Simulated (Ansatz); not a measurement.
# CoH4: the cost of one run

Computed with Ansatz 0.2.0 (DFT PBE, scalar-relativistic, plane waves, PAW, unless a step's input says otherwise).

## (1) The system as given

Symmetry: P6/mmm, No. 191, hexagonal system. The conventional cell has a = 2.877 Å, b = 2.877 Å, c = 3.615 Å, α = 90.00°, β = 90.00°, γ = 120.00°. Around Co (site symmetry 6/mmm) lie 2 H at 1.81 Å. Around H (site symmetry mmm) lie 6 H at 1.44 Å. H (site symmetry 6/mmm) has 6 H at 1.44 Å and 2 Co at 1.81 Å as nearest neighbours.

Coordinates:

```cif
data_structure
_symmetry_space_group_name_H-M 'P6/mmm'
_symmetry_Int_Tables_number 191
_cell_length_a 2.8770
_cell_length_b 2.8770
_cell_length_c 3.6147
_cell_angle_alpha 90.000
_cell_angle_beta 90.000
_cell_angle_gamma 120.000
_cell_volume 25.91
loop_
_atom_site_label
_atom_site_type_symbol
_atom_site_symmetry_multiplicity
_atom_site_Wyckoff_symbol
_atom_site_fract_x
_atom_site_fract_y
_atom_site_fract_z
_atom_site_occupancy
Co1 Co 1 b 0.00000 0.00000 0.50000 1
H1 H 3 f 0.50000 0.00000 0.00000 1
H2 H 1 a 0.00000 0.00000 0.00000 1
```

Recipe of the guess: random cell by space group and Wyckoff sites (P6/mmm, No. 191). Its size is a rough estimate.

## (2) A first look at the guess

The input, input.yaml:

```yaml
crystal:
  lattice:
    - [2.87704557, 0.0, 0.0]
    - [-1.43852279, 2.49159455, 0.0]
    - [0.0, 0.0, 3.61471935]
  atoms:
    - { symbol: Co, position: [0.0, 0.0, 0.5], spin: 3.0 }
    - { symbol: H, position: [0.5, 0.0, 0.0] }
    - { symbol: H, position: [0.0, 0.5, 0.0] }
    - { symbol: H, position: [0.5, 0.5, 0.0] }
    - { symbol: H, position: [0.0, 0.0, 0.0] }
basis:
  ecutwfc: 420
kpoints:
  mp_grid: { grid: [6, 6, 6] }
hamiltonian:
  xc: pbe
scf:
  occupations: { method: gaussian, width: 0.1 }
  lower_state_search: "off"
output:
  forces: true
  stress: true
  eigenvalues: true
  populations: true
magnetization:
  spin_polarized: true
```

Run with:

```console
$ ansatz run input.yaml --threads 1 --pin off --max-ram 2560MiB --backend cpu --events-out ev --progress --plain --runs-dir out
```

What time and memory should one allow on 1 thread of Arm Neoverse V2, shared host?

About 2.6 s, with a peak of 0.27 GiB.
